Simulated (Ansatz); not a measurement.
# Sm2Si: the cost of one run

Method: DFT PBE, scalar-relativistic, plane waves, PAW; 4f electrons in the core of a trivalent norm-conserving potential, in Ansatz 0.2.0.

## Step 1: The system as given

The structure is trigonal, space group P-3m1 (No. 164). Conventional cell: a = 3.712 Å, b = 3.712 Å, c = 5.093 Å, α = 90.00°, β = 90.00°, γ = 120.00°. Sm (site symmetry 3m) has 3 Si at 2.49 Å in its first shell of neighbours. Si (site symmetry -3m) is surrounded by 6 Sm at 2.49 Å.

Coordinates:

```
CELL_PARAMETERS angstrom
3.71207 0.00000 0.00000
-1.85604 3.21475 0.00000
0.00000 0.00000 5.09268
ATOMIC_POSITIONS crystal
Sm 0.33333 0.66667 0.25000
Sm 0.66667 0.33333 0.75000
Si 0.00000 0.00000 0.00000
```

Recipe of the guess: species swapped into a database cell of NiTe2 (P-3m1, No. 164), with Si on the Ni sites and Sm on the Te sites. Its size is a rough estimate.

## Step 2: A first look at the guess

File input.yaml:

```yaml
crystal:
  lattice:
    - [3.71207173, 0.0, 0.0]
    - [-1.85603587, 3.21474842, 0.0]
    - [0.0, 0.0, 5.092684]
  atoms:
    - { symbol: Sm, position: [0.33333333, 0.66666667, 0.25] }
    - { symbol: Sm, position: [0.66666667, 0.33333333, 0.75] }
    - { symbol: Si, position: [0.0, 0.0, 0.0] }
basis:
  ecutwfc: 690
kpoints:
  mp_grid: { grid: [6, 6, 4] }
hamiltonian:
  xc: pbe
  pseudopotentials:
    kind: paw
    azcp: { Sm: "pseudopotentials/pbe/nc/lanthanide_3plus/Sm.nc.azcp" }
scf:
  occupations: { method: gaussian, width: 0.1 }
  lower_state_search: "off"
output:
  forces: true
  stress: true
  eigenvalues: true
```

Run with:

```console
> ansatz run input.yaml --threads 1 --pin off --max-ram 2560MiB --backend cpu --events-out ev --progress --plain --runs-dir out
```

What time and memory should one allow on 1 thread of Arm Neoverse V1, shared host?

About 3.7 s, with a peak of 0.31 GiB.
